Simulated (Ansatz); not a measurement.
**Al3Sb2P: a trial structure relaxed**

Aim: relax a trial structure of Al3Sb2P and see where it ends.

Method: DFT PBE, scalar-relativistic, plane waves, PAW, in Ansatz 0.2.0.

## 1. The starting structure

The structure is orthorhombic, space group Cmmm (No. 65). Conventional cell: a = 4.237 Å, b = 14.230 Å, c = 4.384 Å, α = 90.00°, β = 90.00°, γ = 90.00°. Around Al (site symmetry mmm) lie 4 Sb at 2.77 Å and 4 P at 3.05 Å. Around Al (site symmetry m2m) lie 2 Al at 2.81 Å and 4 Sb at 3.17 Å. Around Sb (site symmetry m2m) lie 6 Al at 2.77 to 3.17 Å and 2 P at 2.82 Å. P (site symmetry mmm) has 4 Sb at 2.82 Å and 4 Al at 3.05 Å in its first shell of neighbours.

Coordinates:

```
Al Sb P
1.0
     2.11845   -7.11522    0.00000
     2.11845    7.11522    0.00000
     0.00000    0.00000    4.38427
Al Sb P
3 2 1
Direct
  0.50000 0.50000 0.50000
  0.31500 0.68500 0.00000
  0.68500 0.31500 0.00000
  0.12500 0.87500 0.50000
  0.87500 0.12500 0.50000
  0.00000 0.00000 0.00000
```

A structure generator made this guess: species swapped into a database cell of TlAg3Te2 (Cmmm, No. 65), with P on the Tl sites, Al on the Ag sites and Sb on the Te sites. The dimensions are guesses.

## 2. The guess as it stands, on a coarse mesh

input.yaml

```yaml
crystal:
  lattice:
    - [2.11844872, -7.11522455, 0.0]
    - [2.11844872, 7.11522455, 0.0]
    - [0.0, 0.0, 4.38426808]
  atoms:
    - { symbol: Al, position: [0.5, 0.5, 0.5] }
    - { symbol: Al, position: [0.315, 0.685, 0.0] }
    - { symbol: Al, position: [0.685, 0.315, 0.0] }
    - { symbol: Sb, position: [0.125, 0.875, 0.5] }
    - { symbol: Sb, position: [0.875, 0.125, 0.5] }
    - { symbol: P, position: [0.0, 0.0, 0.0] }
basis:
  ecutwfc: 420
kpoints:
  mp_grid: { grid: [4, 4, 4] }
hamiltonian:
  xc: pbe
scf:
  occupations: { method: gaussian, width: 0.1 }
  lower_state_search: "off"
output:
  forces: true
  stress: true
  eigenvalues: true
```

Command:

```
> ansatz run input.yaml --threads 1 --pin off --max-ram 2560MiB --backend cpu --events-out ev --progress --plain --runs-dir out
```

The session goes on with these runs: rough relaxation on the coarse mesh; full relaxation; relaxing again on a mesh for the new cell.

Before running it: what results should come out? Wanted: conventional cell; volume; energy over the elements, black P; gap on the mesh.

**Answer**, as computed:

| quantity | value |
| --- | --- |
| symmetry at the end (tolerance 0.05 Å) | space group Cmmm (No. 65) |
| conventional cell | a = 3.406 Å, b = 21.956 Å, c = 3.564 Å, α = 90.00°, β = 90.00°, γ = 90.00° |
| volume | 22.21 Å³/atom |
| energy over the elements, black P | +0.17 eV/atom |
| gap on the mesh | none (metal) |

**Reading.** The space group Cmmm (No. 65) is kept, and the volume per atom grows by 0.8 % from the first guess. With a positive formation energy it can't be a ground state. No finished test with a distortion of lower symmetry is shown, so the end may be a saddle point. The runs treat Sb without spin-orbit coupling.
